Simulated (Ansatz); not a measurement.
# CHBGe (singlet): the correlation ladder, cc-pVDZ

One table from this session's results is given with a row withheld; the runs are named, their logs left out.

Computed with Ansatz 0.2.0, Gaussian basis. Level: cc-pVDZ, core rule «outside noble gas», up to 16 orbitals frozen.

The runs, in order: UHF; CCSD(T) on RHF; CCSD(T) on UHF; BCCD(T) on RHF; CISD; CCSDT(Q) on RHF; CCSDT(Q) on UHF; CASSCF and MRCISD+Q, 8 electrons in 8 orbitals; CASSCF and NEVPT2, 8 electrons in 8 orbitals.

19 further runs of the same task are left out: 9 that didn't finish, 10 set aside as unsound or not needed.

### What is computed

The geometry is a PBE0/def2-TZVP stationary point (not a proven minimum). No spin-orbit coupling is included. The filled d shell of Ge may be among the frozen orbitals whatever the setting's name suggests; the logs give the count.

4 atoms, charge 0, spin multiplicity 1.

Atoms are counted from 1 here; the program's logs count them from 0.

Bond lengths: B1–Ge2 1.925 Å, B1–C3 1.361 Å, Ge2–C3 2.107 Å, C3–H4 1.076 Å. Angles: Ge2–B1–C3 77.7°, B1–Ge2–C3 39.1°, B1–C3–Ge2 63.2°, B1–C3–H4 171.1°, Ge2–C3–H4 125.7°.

The first run:

File in.yaml:

```yaml
crystal:
  periodic: [false, false, false]
  atoms:
    - {symbol: B, position_ang: [0.000000, -0.922053, -1.185524]}
    - {symbol: Ge, position_ang: [0.000000, 0.057455, 0.472045]}
    - {symbol: C, position_ang: [0.000000, 0.370957, -1.611405]}
    - {symbol: H, position_ang: [0.000000, 1.328811, -2.101887]}
basis:
  gaussian: {orbitals: cc-pVDZ}
magnetization: {spin_polarized: true, initial_magnetization: 0}
hamiltonian: {xc: hf}
output: {orbitals: {seedname: orbitals}}
```

Run with:

```bash
ansatz run in.yaml --threads 1 --pin off --events-out ev --progress --plain --max-ram 2393MiB
```

Among the steps run: UHF; CCSD(T) on RHF; CCSD(T) on UHF; BCCD(T) on RHF; CISD; CCSDT(Q) on RHF; CCSDT(Q) on UHF; CASSCF and MRCISD+Q, 8 electrons in 8 orbitals; CASSCF and NEVPT2, 8 electrons in 8 orbitals.

One table of the session follows, with a row left open; its other results are not shown here.

```
           method  from RCCSDT(Q) (kJ/mol)
              RHF                   +862.0
              UHF                   +858.0
             RMP2                   +112.5
             CISD                   +143.7
            RCCSD                        ?
         RCCSD(T)                     +6.4
          BCCD(T)                     +6.1
           RCCSDT                     +4.8
        RCCSDT(Q)                        0
  CASSCF frontier                   +615.0
  NEVPT2 frontier                   +102.3
  MRCISD frontier                    +64.6
MRCISD+Q frontier                     +8.1
```

Q: Estimate the row for RCCSD from the others.

The run gave: from RCCSDT(Q) (kJ/mol): +55.3. In the column «from RCCSDT(Q) (kJ/mol)» it lies between MRCISD+Q frontier (+8.1) and MRCISD frontier (+64.6).

Not comparable, so not listed: CCSD(T) on UHF; CCSDT(Q) on UHF (they don't share determinant, frozen orbitals or solution with the rows shown, or repeat one).

Limits of these values: Warnings: restricted reference is unstable; spin contamination.
